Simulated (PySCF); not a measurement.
# C4H3ClP2: electronic excitations

What electronic excitations should C4H3ClP2 (`Clc1cpccp1`) show?

Computed with PySCF 2.14.0, with density-fitted response routines of our own, on a single molecule in the gas phase. Atoms count from 0, in the outputs and in this text.

## (1) The molecule as given

10 atoms, charge 0, multiplicity 1; geometry from: GFN2-xTB.

Bonds of the start (Å): Cl0–C1 1.75, C1–C2 1.37, C2–P3 1.74, P3–C4 1.74, C4–C5 1.37, C5–P6 1.74, P6–C1 1.75, C2–H7 1.09, C4–H8 1.09, C5–H9 1.09.

## (2) Ultraviolet spectrum: CAM-B3LYP/def2-SVPD

What the job is given:

```
{"job": {"kind": "uv", "xc": "CAM-B3LYP", "basis": "def2-SVPD", "nstates": 8, "ntriplets": 3}, "charge": 0, "multiplicity": 1}
Cl     2.855178    -1.406492    -0.031786
C      1.297454    -0.619175    -0.016052
C      1.286335     0.749573     0.010319
P     -0.092264     1.809490     0.031808
C     -1.420702     0.689681     0.012427
C     -1.391028    -0.680670    -0.013497
P     -0.028240    -1.758967    -0.034600
H      2.247197     1.253780     0.018289
H     -2.397745     1.162943     0.022131
H     -2.347302    -1.195509    -0.021569
```

Method: TDDFT CAM-B3LYP/def2-SVPD, vertical, gas phase, core orbitals frozen in the response.

Predict these results of the whole session: lowest singlet (CAM-B3LYP/def2-SVPD); brightest single state of those computed; lowest triplet.

As calculated:

| quantity | value |
| --- | --- |
| lowest singlet (CAM-B3LYP/def2-SVPD) | 4.15 eV (299 nm), f = 0.073 |
| brightest single state of those computed | state 5, 5.26 eV, f = 0.279 |
| lowest triplet | 2.35 eV |

In words: The first singlet state (HOMO→LUMO 0.57, HOMO−1→LUMO 0.20) lies at 4.15 eV and is bright; of the 8 states computed, the strongest absorption comes from state 5 at 5.26 eV. The lowest triplet lies 1.79 eV below the lowest singlet (triplets in Tamm-Dancoff, singlets in full TDDFT).
